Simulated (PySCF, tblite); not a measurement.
**C6H13AlN2: geometry, infrared bands and NMR shifts**

Wanted: the infrared bands and NMR shifts of C6H13AlN2 (`C[N+]1(C)CC[C@@H](C#N)[AlH2-]1`), by calculation.

Computed with tblite 0.8.0 and PySCF 2.14.0, with density-fitted response routines of our own, on a single molecule in the gas phase. Atoms are numbered from 0 throughout.

**1. The starting structure**

22 atoms, charge 0, multiplicity 1; geometry from: force field or distance geometry start.

Bonds of the start (Å): C0–N1 1.47, N1–C2 1.46, N1–C3 1.49, C3–C4 1.54, C4–C5 1.53, C5–C6 1.47, C6–N7 1.16, C5–Al8 1.94, Al8–N1 1.92, C0–H9 1.12, C0–H10 1.11, C0–H11 1.12, C2–H12 1.10, C2–H13 1.11, C2–H14 1.13, C3–H15 1.12, C3–H16 1.13, C4–H17 1.11, C4–H18 1.11, C5–H19 1.12, Al8–H20 1.61, Al8–H21 1.60.

**2. Relaxing the molecule with GFN2-xTB**

Job settings and geometry (Å):

```
{"job": {"kind": "relax", "xc": "GFN2-xTB", "basis": "xTB"}, "charge": 0, "multiplicity": 1}
C     -1.767000     0.857500     0.991100
N     -0.869200     0.198700     0.030800
C     -1.601900    -0.202700    -1.169300
C     -0.216100    -0.977900     0.662800
C      1.151300    -1.290600     0.027300
C      1.976400    -0.004800    -0.092300
C      2.950000    -0.065400    -1.194400
N      3.719400    -0.115100    -2.054400
Al     0.611500     1.331500    -0.418100
H     -2.256400     1.750800     0.530900
H     -1.235300     1.199500     1.900200
H     -2.584700     0.161100     1.317900
H     -0.958300    -0.710600    -1.898000
H     -2.438400    -0.894000    -0.920400
H     -2.055000     0.701000    -1.670800
H     -0.868800    -1.885900     0.623400
H     -0.028700    -0.801400     1.759400
H      1.700000    -2.044900     0.629200
H      0.979300    -1.733300    -0.978900
H      2.504100     0.217500     0.874100
H      0.727600     2.565400     0.602500
H      0.549600     1.763200    -1.956300
```

Command:

```
OMP_NUM_THREADS=1 python probes_run.py task.json out
```

One launch serves the whole session: the jobs run in the order shown.

**Question.** This job is followed by: GFN2-xTB harmonic vibrations, gas phase; GIAO PBE0/pcSseg-1 NMR shielding, non-relativistic, gas phase. Predict these results of the whole session: strongest single infrared mode (GFN2-xTB); zero-point energy (GFN2-xTB); 13C shifts against TMS (PBE0/pcSseg-1); 1H shifts against TMS (PBE0/pcSseg-1, means over atoms taken as alike); 15N shifts against NH3 (PBE0/pcSseg-1); 27Al shifts against AlH4- (PBE0/pcSseg-1).

The runs gave:

| quantity | value |
| --- | --- |
| strongest single infrared mode (GFN2-xTB) | 650 cm⁻¹, 546 km/mol |
| zero-point energy (GFN2-xTB) | 110.1 kcal/mol |
| 13C shifts against TMS (PBE0/pcSseg-1) | 130.6, 62.8, 47.6, 44.3, 33.2, 3.2 ppm |
| 1H shifts against TMS (PBE0/pcSseg-1, means over atoms taken as alike) | 4.13, 4.03, 2.78, 2.62, 2.57, 2.52, 2.29, 2.00, 1.68 ppm |
| 15N shifts against NH3 (PBE0/pcSseg-1) | 286.7, 47.8 ppm |
| 27Al shifts against AlH4- (PBE0/pcSseg-1) | 96.0 ppm |

**Reading.** Over 129 steps the energy fell by 0.621 eV; of the close pairs, N1–Al8 changed most, 1.918 to 2.048 Å. All 60 modes are real, so the xTB geometry is a minimum. The strongest single mode, at 650 cm⁻¹, moves mainly H20 and H21. GFN2-xTB is a fitted tight-binding method: band positions and strengths are rough. Its intensities can rank the bands wrongly. At PBE0/pcSseg-1: The widest tensor belongs to N7: span 471 ppm, with a paramagnetic part of -360 ppm.
